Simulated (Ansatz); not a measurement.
# Si6Te: the cost of one run

Program: Ansatz 0.2.0. Level of theory: DFT PBE, scalar-relativistic, plane waves, PAW. These are calculated values, not measurements.

### 1 The system as given

The structure is cubic, space group Pm-3m (No. 221). Conventional cell: a = 4.896 Å, b = 4.896 Å, c = 4.896 Å, α = 90.00°, β = 90.00°, γ = 90.00°. Si (site symmetry 4mm) has 5 Si at 1.96 to 2.08 Å as nearest neighbours. Te (site symmetry m-3m) is surrounded by 24 Si at 3.60 Å.

Structure file:

```cif
data_structure
_symmetry_space_group_name_H-M 'Pm-3m'
_symmetry_Int_Tables_number 221
_cell_length_a 4.8955
_cell_length_b 4.8955
_cell_length_c 4.8955
_cell_angle_alpha 90.000
_cell_angle_beta 90.000
_cell_angle_gamma 90.000
_cell_volume 117.33
loop_
_atom_site_label
_atom_site_type_symbol
_atom_site_symmetry_multiplicity
_atom_site_Wyckoff_symbol
_atom_site_fract_x
_atom_site_fract_y
_atom_site_fract_z
_atom_site_occupancy
Si1 Si 6 f 0.79989 0.50000 0.50000 1
Te1 Te 1 a 0.00000 0.00000 0.00000 1
```

Recipe of the guess: species swapped into a database cell of PrB6 (Pm-3m, No. 221), with Te on the Pr sites and Si on the B sites. Its size is a rough estimate.

### 2 Probe: one point on a coarse mesh

Contents of input.yaml:

```yaml
crystal:
  lattice:
    - [4.89550547, 0.0, 0.0]
    - [0.0, 4.89550547, 0.0]
    - [0.0, 0.0, 4.89550547]
  atoms:
    - { symbol: Si, position: [0.79988581, 0.5, 0.5] }
    - { symbol: Si, position: [0.20011419, 0.5, 0.5] }
    - { symbol: Si, position: [0.5, 0.5, 0.79988581] }
    - { symbol: Si, position: [0.5, 0.5, 0.20011419] }
    - { symbol: Si, position: [0.5, 0.20011419, 0.5] }
    - { symbol: Si, position: [0.5, 0.79988581, 0.5] }
    - { symbol: Te, position: [0.0, 0.0, 0.0] }
basis:
  ecutwfc: 420
kpoints:
  mp_grid: { grid: [4, 4, 4] }
hamiltonian:
  xc: pbe
scf:
  occupations: { method: gaussian, width: 0.1 }
  lower_state_search: "off"
output:
  forces: true
  stress: true
  eigenvalues: true
```

Started as:

```bash
$ ansatz run input.yaml --threads 1 --pin off --max-ram 2048MiB --backend cpu --events-out ev --progress --plain --runs-dir out
```

**Question.** How long does this run take on 1 thread of Arm Neoverse V1, shared host, and how much memory does it need?

About 2.5 s, with a peak of 0.35 GiB.
